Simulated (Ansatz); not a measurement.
**GeSbTe3: single point with PBE**

Crystal: GeSbTe3.

```
CELL_PARAMETERS angstrom
2.10348 1.21444 9.87146
-2.10348 1.21444 9.87146
0.00000 -2.42889 9.87146
ATOMIC_POSITIONS crystal
Te 0.21354 0.21354 0.21354
Te 0.79258 0.79258 0.79258
Te 0.99836 0.99836 0.99836
Sb 0.39770 0.39770 0.39770
Ge 0.59782 0.59782 0.59782
```

The cell comes from a database or a generator and needn't be the stable form of this composition.

```yaml
Program: Ansatz 0.2.0
Task: single point
Functional: PBE
Potentials_or_basis: Ansatz PAW
Cutoff: "420 eV (not typed: the program's choice for these potentials)"
k_mesh: 7 × 7 × 7
Occupations: fermi-dirac, width 0.05 eV
Spin: no spin polarisation
```

The pressure is 0.1 GPa. The largest force is 0.083 eV/Å and the band gap on the k mesh is none (metal or under the smearing width).

Forces on the atoms (eV/Å):
```
Te   0.000  0.000  0.080
Te   0.000  0.000 -0.083
Te   0.000  0.000 -0.034
Sb   0.000  0.000 -0.002
Ge   0.000  0.000  0.038
```

Stress tensor (GPa, compression positive):
```
0.04 0.00 0.00
0.00 0.04 0.00
0.00 0.00 0.20
```

Levels at points of the mesh, in eV from the Fermi level:
```
           k point  band 34  band 35  band 36  band 37  band 38  band 39  band 40  band 41  band 42  band 43
(0.00, 0.00, 0.00)    -1.21    -1.17    -1.17    -0.52    -0.52     0.74     1.16     1.16     1.28     2.76
```

Run time: 12 s on 2 threads of AMD EPYC 7B13 (Zen 3) (shared host), peak memory 0.61 GiB.

Spin-orbit coupling is left out, which matters for the levels of Sb, Te.
